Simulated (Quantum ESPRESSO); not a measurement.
## TaMo2C3: band structure with r2SCAN

Crystal: TaMo2C3.

```
CELL_PARAMETERS angstrom
3.11664 0.00000 0.00000
-1.55832 2.69909 0.00000
0.00000 0.00000 7.68632
ATOMIC_POSITIONS crystal
Ta 0.00000 0.00000 0.00000
Mo 0.66667 0.33333 0.33077
Mo 0.33333 0.66667 0.66923
C 0.66667 0.33333 0.83208
C 0.33333 0.66667 0.16792
C 0.00000 0.00000 0.50000
```

The cell comes from a database or a generator and needn't be the stable form of this composition.

```yaml
Program: Quantum ESPRESSO 7.5
Task: band structure
Functional: r2SCAN
Potentials_or_basis: SG15 PBE 1.2
Cutoff: 1197 eV
Density_cutoff: 4789 eV
k_mesh: 8 × 8 × 3
Occupations: fermi-dirac, width 0.05 eV
Spin: no spin polarisation
Symmetry: off
Mixing_beta: 0.5
Most_SCF_iterations: 120
SCF_threshold: 1e-08 Ry
```

```yaml
Pressure: -9.4 GPa
Largest_force: 0.248 eV/Å
Band_gap_on_the_k_mesh: none (metal or under the smearing width)
```

Forces in eV/Å, atoms in the order of the input:
```
Ta   0.000  0.000  0.000
Mo   0.000  0.000 -0.163
Mo   0.000  0.000  0.163
C    0.000  0.000  0.248
C    0.000  0.000 -0.248
C    0.000  0.000  0.000
```

Stress tensor (GPa, compression positive):
```
-9.56  0.00  0.00
 0.00 -9.56  0.00
 0.00  0.00 -9.06
```

Levels at the corners of the path, in eV from the Fermi level:
```
point  band 30  band 31  band 32  band 33  band 34  band 35  band 36  band 37
    Γ    -2.12    -2.12    -0.49    -0.48    -0.48    -0.41    -0.41    -0.22
    M    -4.87    -1.90    -1.83    -0.39     0.50     1.03     1.04     1.51
    K    -4.94    -4.94    -0.09     0.13     0.13     0.85     0.85     2.06
    Γ    -2.12    -2.12    -0.49    -0.48    -0.48    -0.41    -0.41    -0.22
    A    -3.24    -3.24    -1.49    -1.49    -1.06    -1.06     0.22     0.29
    L    -3.72    -3.33    -1.68    -1.62     0.98     1.34     1.37     2.07
    H    -5.05    -5.05     0.40     0.46     0.46     0.84     0.84     1.40
    A    -3.24    -3.24    -1.49    -1.49    -1.06    -1.06     0.22     0.29
    L    -3.72    -3.33    -1.68    -1.62     0.98     1.34     1.37     2.07
    M    -4.87    -1.90    -1.83    -0.39     0.50     1.03     1.04     1.51
    K    -4.94    -4.94    -0.09     0.13     0.13     0.85     0.85     2.06
    H    -5.05    -5.05     0.40     0.46     0.46     0.84     0.84     1.40
```

Run time: 11 min on 2 MPI ranks on AMD EPYC 9R45 96-Core Processor (Zen 5), on a shared host, peak memory 0.66 GiB a rank.

Caveat: the k mesh is coarse; the potentials were made for another functional, which shifts forces and pressure; spin-orbit coupling is left out, which moves the levels of the heavy elements.
